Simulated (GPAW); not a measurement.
# GaF (F-43m) in GPAW: settings compared

Aim: see how the results for GaF move with the level of theory and the settings. Levels: revPBE, revPBE+D3, revPBE+D3(BJ), revPBE+D3(op). Tasks: relaxation of cell and atoms.

All numbers are computed with GPAW 26.7.0; they aren't measurements. Logs are shortened: lines on timing, memory, paths and dates and some standing lists are left out, and cuts for length are marked. The log counts tension as positive stress, the text compression.

### 1 The structure

Symmetry: F-43m, No. 216, cubic system. Conventional cell: a = 5.692 Å, b = 5.692 Å, c = 5.692 Å, α = 90.00°, β = 90.00°, γ = 90.00°. Around Ga (site symmetry -43m) lie 4 F at 2.46 Å. F (site symmetry -43m) is surrounded by 4 Ga at 2.46 Å.

The cell was built by a generator and needn't be a form met in nature.

### 2 Relaxation of cell and atoms, revPBE

Input file run.py:

```python
from ase.filters import FrechetCellFilter
from ase.io import read, write
from ase.optimize import BFGS
from gpaw import GPAW, PW

atoms = read('POSCAR')

calc = GPAW(mode=PW(800),
            xc='revPBE',
            kpts={'size': (8, 8, 8), 'gamma': True},
            occupations={'name': 'fermi-dirac', 'width': 0.05},
            nbands=13,
            convergence={'density': 1e-05, 'forces': 0.0001},
            maxiter=150,
            txt='gpaw.txt')
atoms.calc = calc
opt = BFGS(FrechetCellFilter(atoms), trajectory='relax.traj', logfile='-')
done = opt.run(fmax=0.02, steps=60)
calc.write('gs.gpw')
write('result.traj', atoms)
print('Converged:', done)
print('Cell:', atoms.cell.cellpar().round(4))
print('Volume:', round(atoms.get_volume(), 4))
print(atoms.get_scaled_positions().round(5))
```

Input file POSCAR:

```
GaF
1.0
    0.0000000000      2.8462400000      2.8462400000
    2.8462400000      0.0000000000      2.8462400000
    2.8462400000      2.8462400000      0.0000000000
Ga F
1 1
Direct
    0.2500000000      0.2500000000      0.2500000000
    0.0000000000      0.0000000000      0.0000000000
```

Potentials or basis: the program's PAW data sets (release 1.2.1) made for this functional, pw.

On the command line:

```sh
OMP_NUM_THREADS=1 python run.py
```

gpaw.txt:

```text
__  _  _
 | _ |_)|_||  |
 |__||  | ||/\| - 26.7.0

Input parameters:
  mode=PW(ecut=800.0),
  convergence={'density': 1e-05, 'forces': 0.0001},
  kpts=MonkhorstPack(size=(8, 8, 8), gamma=True),
  maxiter=150,
  nbands=13,
  occupations=Occupations(name='fermi-dirac', width=0.05),
  xc=XC(name='revPBE')

Diagonalizing LCAO Hamiltonian
Converting LCAO to pw mode

           Ga

       F

Atoms  # Å, Bohr magnetons
|   | symbol |        x |        y |        z |    initial magnetic moments |
|---|--------|----------|----------|----------|-----------------------------|
| 0 |     Ga | 1.423120 | 1.423120 | 1.423120 | ( 0.0000,  0.0000,  0.0000) |
| 1 |      F | 0.000000 | 0.000000 | 0.000000 | ( 0.0000,  0.0000,  0.0000) |

Unit cell  # Å
| periodic |        x |        y |        z |  lengths |    angles |
|----------|----------|----------|----------|----------|-----------|
|      yes | 0.000000 | 2.846240 | 2.846240 | 4.025191 | 60.000000 |
|      yes | 2.846240 | 0.000000 | 2.846240 | 4.025191 | 60.000000 |
|      yes | 2.846240 | 2.846240 | 0.000000 | 4.025191 | 60.000000 |

Number of symmetries: 24
Symmetry operations  # r_c * U_cc + t_c -> r_c
|    | kind |            matrix            |
|----|------|------------------------------|
|  0 |  E   |  1, 0, 0,  0, 1, 0,  0, 0, 1 |
|  1 |  σ   |  1, 0, 0,  0, 0, 1,  0, 1, 0 |
|  2 |  σ   |  1, 0,-1,  0, 1,-1,  0, 0,-1 |
|  3 |  C3  |  1, 0,-1,  0, 0,-1,  0, 1,-1 |
|  4 |  C3  |  1,-1, 0,  0,-1, 1,  0,-1, 0 |
|  5 |  σ   |  1,-1, 0,  0,-1, 0,  0,-1, 1 |
|  6 |  σ   |  0, 1, 0,  1, 0, 0,  0, 0, 1 |
|  7 |  C3  |  0, 1, 0,  0, 0, 1,  1, 0, 0 |
|  8 |  C2  |  0, 1,-1,  1, 0,-1,  0, 0,-1 |
|  9 |  S4  |  0, 1,-1,  0, 0,-1,  1, 0,-1 |
| 10 |  C3  |  0, 0, 1,  1, 0, 0,  0, 1, 0 |
| 11 |  σ   |  0, 0, 1,  0, 1, 0,  1, 0, 0 |
| 12 |  S4  |  0, 0,-1,  1, 0,-1,  0, 1,-1 |
| 13 |  C3  |  0, 0,-1,  0, 1,-1,  1, 0,-1 |
| 14 |  S4  |  0,-1, 1,  1,-1, 0,  0,-1, 0 |
| 15 |  C2  |  0,-1, 1,  0,-1, 0,  1,-1, 0 |
| 16 |  C3  |  0,-1, 0,  1,-1, 0,  0,-1, 1 |
| 17 |  S4  |  0,-1, 0,  0,-1, 1,  1,-1, 0 |
| 18 |  S4  | -1, 1, 0, -1, 0, 1, -1, 0, 0 |
| 19 |  C3  | -1, 1, 0, -1, 0, 0, -1, 0, 1 |
| 20 |  C3  | -1, 0, 1, -1, 1, 0, -1, 0, 0 |
| 21 |  S4  | -1, 0, 1, -1, 0, 0, -1, 1, 0 |
[... 135 lines left out ...]
SCF iterations
|iter     | |      energy | eigst |  dens |force |
|---------|-|-------------|-------|-------|------|
|iter:   1| |   -8.027432 | -0.70 |       |      |
|iter:   2| |   -7.762949 | -2.07 | -0.91 |      |
|iter:   3| |   -7.094907 | -0.58 | -0.96 |      |
|iter:   4| |   -7.083290 | -2.37 | -1.39 |      |
|iter:   5| |   -7.083394 | -3.04 | -1.63 |      |
|iter:   6| |   -7.083384c| -4.77 | -2.44 |      |
|iter:   7| |   -7.083515c| -4.82 | -2.80 |      |
|iter:   8| |   -7.083516c| -6.33 | -3.56 |      |
|iter:   9| |   -7.083517c| -7.38 | -4.23 |      |
|iter:  10| |   -7.083517c| -7.57c| -4.82 |      |
|iter:  11| |   -7.083517c| -8.38c| -5.48c|      |
|iter:  12| |   -7.083517c| -9.52c| -6.31c|-16.01c|

Converged in 12 steps
Energy contributions relative to reference atoms: (reference = -55604.770493)

Energy contributions:
  Kinetic:           9.630567
  Coulomb:         -10.176075
  Zero:              0.095976
  External:          0.000000
  Xc:               -6.633985
  Entropy:          -0.000000
  Spinorbit:         0.000000
  ----------------------------
  Free energy:      -7.083517
  Extrapolated:     -7.083517

dipole moment: (-20.254012, -20.254012, -20.254012)  # |e|*Ang
[... 19 lines left out ...]
Gap: 2.338 eV
Transition (v -> c):
  (s=0, k=16, n=4, [0.50, 0.25, -0.25]) -> (s=0, k=24, n=5, [0.50, 0.50, 0.00])
Direct/indirect transitions are different
Direct gap: 2.349 eV
Transition at: (s=0, k=24, n=4, [0.50, 0.50, 0.00])

Stress tensor  # eV/Ang^3
|         x |         y |         z |
|-----------|-----------|-----------|
| -0.002232 | -0.000000 |  0.000000 |
| -0.000000 | -0.002232 |  0.000000 |
|  0.000000 |  0.000000 | -0.002232 |

Forces  # eV/Ang
|        x |       y |        z |
|----------|---------|----------|
| -0.00000 | 0.00000 | -0.00000 |  # Ga   0
|  0.00000 | 0.00000 |  0.00000 |  # F    1

Interpolating wave functions to new cell

           Ga

       F

Atoms  # Å, Bohr magnetons
|   | symbol |         x |         y |        z |    initial magnetic moments |
|---|--------|-----------|-----------|----------|-----------------------------|
| 0 |     Ga |  1.423643 |  1.423643 | 1.423643 | ( 0.0000,  0.0000,  0.0000) |
| 1 |      F | -0.000000 | -0.000000 | 0.000000 | ( 0.0000,  0.0000,  0.0000) |

Unit cell  # Å
| periodic |        x |         y |         z |  lengths |    angles |
|----------|----------|-----------|-----------|----------|-----------|
|      yes | 0.000000 |  2.847286 |  2.847286 | 4.026671 | 60.000000 |
|      yes | 2.847286 | -0.000000 |  2.847286 | 4.026671 | 60.000000 |
|      yes | 2.847286 |  2.847286 | -0.000000 | 4.026671 | 60.000000 |

Number of symmetries: 24
Symmetry operations  # r_c * U_cc + t_c -> r_c
|    | kind |            matrix            |
|----|------|------------------------------|
|  0 |  E   |  1, 0, 0,  0, 1, 0,  0, 0, 1 |
|  1 |  σ   |  1, 0, 0,  0, 0, 1,  0, 1, 0 |
|  2 |  σ   |  1, 0,-1,  0, 1,-1,  0, 0,-1 |
|  3 |  C3  |  1, 0,-1,  0, 0,-1,  0, 1,-1 |
|  4 |  C3  |  1,-1, 0,  0,-1, 1,  0,-1, 0 |
|  5 |  σ   |  1,-1, 0,  0,-1, 0,  0,-1, 1 |
|  6 |  σ   |  0, 1, 0,  1, 0, 0,  0, 0, 1 |
|  7 |  C3  |  0, 1, 0,  0, 0, 1,  1, 0, 0 |
|  8 |  C2  |  0, 1,-1,  1, 0,-1,  0, 0,-1 |
|  9 |  S4  |  0, 1,-1,  0, 0,-1,  1, 0,-1 |
| 10 |  C3  |  0, 0, 1,  1, 0, 0,  0, 1, 0 |
| 11 |  σ   |  0, 0, 1,  0, 1, 0,  1, 0, 0 |
| 12 |  S4  |  0, 0,-1,  1, 0,-1,  0, 1,-1 |
| 13 |  C3  |  0, 0,-1,  0, 1,-1,  1, 0,-1 |
| 14 |  S4  |  0,-1, 1,  1,-1, 0,  0,-1, 0 |
| 15 |  C2  |  0,-1, 1,  0,-1, 0,  1,-1, 0 |
| 16 |  C3  |  0,-1, 0,  1,-1, 0,  0,-1, 1 |
| 17 |  S4  |  0,-1, 0,  0,-1, 1,  1,-1, 0 |
| 18 |  S4  | -1, 1, 0, -1, 0, 1, -1, 0, 0 |
| 19 |  C3  | -1, 1, 0, -1, 0, 0, -1, 0, 1 |
| 20 |  C3  | -1, 0, 1, -1, 1, 0, -1, 0, 0 |
| 21 |  S4  | -1, 0, 1, -1, 0, 0, -1, 1, 0 |
[... 127 lines left out ...]
convergence criteria:
- Maximum integral of absolute [dens]ity change: 1e-05 electrons / valence electron
- Maximum change in the atomic [forces] across last 2 cycles: 0.0001 eV/Ang OR
Maximum error relative to the maximum force is below inf
- Maximum [total energy] change in last 3 cyles: 0.0005 eV / valence electron
- Maximum integral of absolute [eigenst]ate change: 4e-08 eV^2 / valence electron
maximum number of iterations: 150

SCF iterations
|iter     | |      energy | eigst |  dens |force |
|---------|-|-------------|-------|-------|------|
|iter:   1| |   -7.083871 | -3.16 |       |      |
|iter:   2| |   -7.083831 | -5.68 | -2.81 |      |
|iter:   3| |   -7.083755c| -4.40 | -2.88 |      |
|iter:   4| |   -7.083758c| -6.84 | -3.62 |      |
|iter:   5| |   -7.083760c| -6.93 | -3.85 |      |
|iter:   6| |   -7.083760c| -7.93c| -4.63 |      |
|iter:   7| |   -7.083760c| -8.07c| -5.01c|      |
|iter:   8| |   -7.083760c| -8.93c| -6.05c|-15.91c|

Converged in 8 steps
Energy contributions relative to reference atoms: (reference = -55604.770493)

Energy contributions:
  Kinetic:           9.595232
  Coulomb:         -10.147296
  Zero:              0.096141
  External:          0.000000
  Xc:               -6.627837
  Entropy:          -0.000000
  Spinorbit:         0.000000
  ----------------------------
  Free energy:      -7.083760
  Extrapolated:     -7.083760

dipole moment: (-20.259697, -20.259697, -20.259697)  # |e|*Ang
[... 19 lines left out ...]
Gap: 2.342 eV
Transition (v -> c):
  (s=0, k=16, n=4, [0.50, 0.25, -0.25]) -> (s=0, k=24, n=5, [0.50, 0.50, 0.00])
Direct/indirect transitions are different
Direct gap: 2.354 eV
Transition at: (s=0, k=24, n=4, [0.50, 0.50, 0.00])

Stress tensor  # eV/Ang^3
|         x |         y |         z |
|-----------|-----------|-----------|
| -0.002054 |  0.000000 | -0.000000 |
|  0.000000 | -0.002054 |  0.000000 |
| -0.000000 |  0.000000 | -0.002054 |

Forces  # eV/Ang
|        x |       y |        z |
|----------|---------|----------|
| -0.00000 | 0.00000 |  0.00000 |  # Ga   0
| -0.00000 | 0.00000 | -0.00000 |  # F    1

Interpolating wave functions to new cell

           Ga

       F

Atoms  # Å, Bohr magnetons
|   | symbol |         x |        y |         z |    initial magnetic moments |
|---|--------|-----------|----------|-----------|-----------------------------|
| 0 |     Ga |  1.429796 | 1.429796 |  1.429796 | ( 0.0000,  0.0000,  0.0000) |
| 1 |      F | -0.000000 | 0.000000 | -0.000000 | ( 0.0000,  0.0000,  0.0000) |

Unit cell  # Å
| periodic |         x |         y |        z |  lengths |    angles |
|----------|-----------|-----------|----------|----------|-----------|
|      yes | -0.000000 |  2.859592 | 2.859592 | 4.044073 | 60.000000 |
|      yes |  2.859592 | -0.000000 | 2.859592 | 4.044073 | 60.000000 |
|      yes |  2.859592 |  2.859592 | 0.000000 | 4.044073 | 60.000000 |

Number of symmetries: 24
Symmetry operations  # r_c * U_cc + t_c -> r_c
|    | kind |            matrix            |
|----|------|------------------------------|
|  0 |  E   |  1, 0, 0,  0, 1, 0,  0, 0, 1 |
|  1 |  σ   |  1, 0, 0,  0, 0, 1,  0, 1, 0 |
|  2 |  σ   |  1, 0,-1,  0, 1,-1,  0, 0,-1 |
|  3 |  C3  |  1, 0,-1,  0, 0,-1,  0, 1,-1 |
|  4 |  C3  |  1,-1, 0,  0,-1, 1,  0,-1, 0 |
|  5 |  σ   |  1,-1, 0,  0,-1, 0,  0,-1, 1 |
|  6 |  σ   |  0, 1, 0,  1, 0, 0,  0, 0, 1 |
|  7 |  C3  |  0, 1, 0,  0, 0, 1,  1, 0, 0 |
|  8 |  C2  |  0, 1,-1,  1, 0,-1,  0, 0,-1 |
|  9 |  S4  |  0, 1,-1,  0, 0,-1,  1, 0,-1 |
| 10 |  C3  |  0, 0, 1,  1, 0, 0,  0, 1, 0 |
| 11 |  σ   |  0, 0, 1,  0, 1, 0,  1, 0, 0 |
| 12 |  S4  |  0, 0,-1,  1, 0,-1,  0, 1,-1 |
| 13 |  C3  |  0, 0,-1,  0, 1,-1,  1, 0,-1 |
| 14 |  S4  |  0,-1, 1,  1,-1, 0,  0,-1, 0 |
| 15 |  C2  |  0,-1, 1,  0,-1, 0,  1,-1, 0 |
| 16 |  C3  |  0,-1, 0,  1,-1, 0,  0,-1, 1 |
| 17 |  S4  |  0,-1, 0,  0,-1, 1,  1,-1, 0 |
| 18 |  S4  | -1, 1, 0, -1, 0, 1, -1, 0, 0 |
| 19 |  C3  | -1, 1, 0, -1, 0, 0, -1, 0, 1 |
| 20 |  C3  | -1, 0, 1, -1, 1, 0, -1, 0, 0 |
| 21 |  S4  | -1, 0, 1, -1, 0, 0, -1, 1, 0 |
[... 183 lines left out ...]
Gap: 2.396 eV
Transition (v -> c):
  (s=0, k=16, n=4, [0.50, 0.25, -0.25]) -> (s=0, k=24, n=5, [0.50, 0.50, 0.00])
Direct/indirect transitions are different
Direct gap: 2.408 eV
Transition at: (s=0, k=24, n=4, [0.50, 0.50, 0.00])

Stress tensor  # eV/Ang^3
|         x |         y |         z |
|-----------|-----------|-----------|
| -0.000013 |  0.000000 |  0.000000 |
|  0.000000 | -0.000013 |  0.000000 |
|  0.000000 |  0.000000 | -0.000013 |

Forces  # eV/Ang
|       x |        y |        z |
|---------|----------|----------|
| 0.00000 | -0.00000 | -0.00000 |  # Ga   0
| 0.00000 | -0.00000 |  0.00000 |  # F    1

# Writing to gs.gpw (mode='')
```

It took 38 s on 1 thread of Arm Neoverse V2, shared host; peak memory 0.2 GiB.

What came out:

```
Free energy                            : -7.0869 eV
Relaxed volume                         : 23.38 Å³/atom
Relaxed cell                           : a = 4.044 Å, b = 4.044 Å, c = 4.044 Å, α = 60.00°, β = 60.00°, γ = 60.00°
Space group after relaxing (to 0.05 Å) : F-43m (No. 216)
Energy gained by relaxing              : 1.7 meV/atom
Ionic steps                            : 3
Pressure after relaxing                : 0.0 GPa
Band gap on the k mesh                 : 2.40 eV, indirect (least direct gap 2.41 eV)
```

The path:
| step | energy change (eV) | largest force (eV/Å) | pressure (GPa) | volume (Å³) |
| --- | --- | --- | --- | --- |
| 1 | 0.0000 | 0.0000 | 0.36 | 46.12 |
| 2 | -0.0002 | 0.0000 | 0.33 | 46.17 |
| 3 | -0.0034 | 0.0000 | 0.00 | 46.77 |

Final structure:
```
Ga F
1.0
     0.00000    2.85959    2.85959
     2.85959    0.00000    2.85959
     2.85959    2.85959    0.00000
Ga F
1 1
Direct
  0.25000 0.25000 0.25000
  0.00000 0.00000 0.00000
```

Levels at points of the mesh, in eV from the valence-band top:
```
           k point  band 3  band 4  band 5  band 6  band 7  band 8
(0.00, 0.00, 0.00)   -3.17   -3.17   -3.17    6.52    6.52    6.52
(0.50, 0.50, 0.00)   -3.55   -3.55   -0.01    2.40    6.13    6.13
(0.50, 0.50, 0.50)   -3.30   -3.30   -1.00    2.91    6.45    6.45
```

Caveat: the data sets keep Ga 3d, Li 1s and Be 1s frozen, and some such compounds lay over 1.5 % in volume off other programs; later steps reuse the first step's grids.

### 3 Relaxation of cell and atoms, revPBE+D3

Changes to run.py since step 2:

```diff
@@ -1 +1,2 @@
+from ase.calculators.mixing import SumCalculator
 from ase.filters import FrechetCellFilter
@@ -3,2 +4,3 @@
 from ase.optimize import BFGS
+from dftd3.ase import DFTD3
 from gpaw import GPAW, PW
@@ -15,3 +17,3 @@
             txt='gpaw.txt')
-atoms.calc = calc
+atoms.calc = SumCalculator([calc, DFTD3(method='revpbe', damping='d3zero')])
 opt = BFGS(FrechetCellFilter(atoms), trajectory='relax.traj', logfile='-')
```

POSCAR is that of step 2.

Potentials or basis: the program's PAW data sets (release 1.2.1) made for this functional, pw.

On the command line:

```sh
OMP_NUM_THREADS=1 python run.py
```

Wall time 1.8 min (1 thread of Arm Neoverse V2, shared host); peak memory 0.25 GiB.

It converged, with:

| Property | Result |
| --- | --- |
| Free energy | -7.5639 eV |
| Relaxed volume | 24.92 Å³/atom |
| Relaxed cell | a = 4.131 Å, b = 4.131 Å, c = 4.131 Å, α = 60.00°, β = 60.00°, γ = 60.00° |
| Space group after relaxing (to 0.05 Å) | F-43m (No. 216) |
| Energy gained by relaxing | 44.1 meV/atom |
| Ionic steps | 8 |
| Pressure after relaxing | 0.0 GPa |
| Band gap on the k mesh | 2.64 eV, indirect (least direct gap 2.66 eV) |
| Dispersion energy per atom | -0.239 eV |

The path:
```
step  energy change (eV)  largest force (eV/Å)  pressure (GPa)  volume (Å³)
   1              0.0000                0.0000            5.98        46.12
   2             -0.0340                0.0000            5.18        46.97
   3             -0.0708                0.0000           -2.03        53.92
   4             -0.0868                0.0000           -1.33        51.66
   5             -0.0669                0.0000            2.93        48.07
   6             -0.0896                0.0000           -0.56        50.46
   7             -0.0890                0.0000           -0.19        50.05
   8             -0.0883                0.0000            0.02        49.85
```

Final structure:
```yaml
crystal:
  lattice:
    - [0.00000, 2.92105, 2.92105]
    - [2.92105, 0.00000, 2.92105]
    - [2.92105, 2.92105, 0.00000]
  atoms:
    - { symbol: Ga, position: [0.25000, 0.25000, 0.25000] }
    - { symbol: F, position: [0.00000, 0.00000, 0.00000] }
```

Levels at points of the mesh, in eV from the valence-band top:
```tsv
k point	band 1	band 2	band 3	band 4	band 5	band 6	band 7	band 8	band 9
(0.00, 0.00, 0.00)	-21.34	-3.62	-2.75	-2.75	-2.75	6.45	6.45	6.45	9.90
(0.50, 0.50, 0.00)	-21.28	-4.53	-3.09	-3.09	-0.02	2.64	6.07	6.07	8.05
(0.50, 0.50, 0.50)	-21.29	-4.56	-2.87	-2.87	-0.91	3.09	6.38	6.38	10.58
```

Caveat: the data sets keep Ga 3d, Li 1s and Be 1s frozen, and some such compounds lay over 1.5 % in volume off other programs; later steps reuse the first step's grids. A k mesh can miss the band edges.

### 4 Relaxation of cell and atoms, revPBE+D3(BJ)

Changes to run.py since step 3:

```diff
@@ -17,3 +17,3 @@
             txt='gpaw.txt')
-atoms.calc = SumCalculator([calc, DFTD3(method='revpbe', damping='d3zero')])
+atoms.calc = SumCalculator([calc, DFTD3(method='revpbe', damping='d3bj')])
 opt = BFGS(FrechetCellFilter(atoms), trajectory='relax.traj', logfile='-')
```

POSCAR is that of step 3.

On the command line:

```sh
OMP_NUM_THREADS=1 python run.py
```

Wall time 80 s (1 thread of Arm Neoverse V2, shared host); peak memory 0.24 GiB.

The run converged. Its results:

```yaml
Free_energy: -7.7886 eV
Relaxed_volume: 24.48 Å³/atom
Relaxed_cell: a = 4.106 Å, b = 4.106 Å, c = 4.106 Å, α = 60.00°, β = 60.00°, γ = 60.00°
Space_group_after_relaxing_to_0.05_Å: F-43m (No. 216)
Energy_gained_by_relaxing: 39.8 meV/atom
Ionic_steps: 6
Pressure_after_relaxing: -0.1 GPa
Band_gap_on_the_k_mesh: 2.57 eV, indirect (least direct gap 2.59 eV)
Dispersion_energy_per_atom: -0.350 eV
```

Step by step:
| step | energy change (eV) | largest force (eV/Å) | pressure (GPa) | volume (Å³) |
| --- | --- | --- | --- | --- |
| 1 | 0.0000 | 0.0000 | 6.93 | 46.12 |
| 2 | -0.0435 | 0.0000 | 5.28 | 47.11 |
| 3 | -0.0687 | 0.0000 | -2.64 | 50.78 |
| 4 | -0.0798 | 0.0000 | -1.06 | 49.46 |
| 5 | -0.0777 | 0.0000 | 0.71 | 48.63 |
| 6 | -0.0797 | 0.0000 | -0.07 | 48.96 |

Final structure:
```cif
data_structure
_symmetry_space_group_name_H-M 'P 1'
_symmetry_Int_Tables_number 1
_cell_length_a 4.1063
_cell_length_b 4.1063
_cell_length_c 4.1063
_cell_angle_alpha 60.000
_cell_angle_beta 60.000
_cell_angle_gamma 60.000
_cell_volume 48.96
loop_
_atom_site_label
_atom_site_type_symbol
_atom_site_fract_x
_atom_site_fract_y
_atom_site_fract_z
_atom_site_occupancy
Ga1 Ga 0.25000 0.25000 0.25000 1
F1 F 0.00000 0.00000 0.00000 1
```

Levels at points of the mesh, in eV from the valence-band top:
```tsv
k point	band 1	band 2	band 3	band 4	band 5	band 6	band 7	band 8	band 9
(0.00, 0.00, 0.00)	-21.46	-3.68	-2.86	-2.86	-2.86	6.47	6.47	6.47	9.96
(0.50, 0.50, 0.00)	-21.40	-4.65	-3.22	-3.22	-0.01	2.57	6.09	6.09	8.01
(0.50, 0.50, 0.50)	-21.42	-4.69	-2.99	-2.99	-0.93	3.04	6.40	6.40	10.60
```

Caveat: the data sets keep Ga 3d, Li 1s and Be 1s frozen, and some such compounds lay over 1.5 % in volume off other programs; later steps reuse the first step's grids.

[end of part 1 of 2]
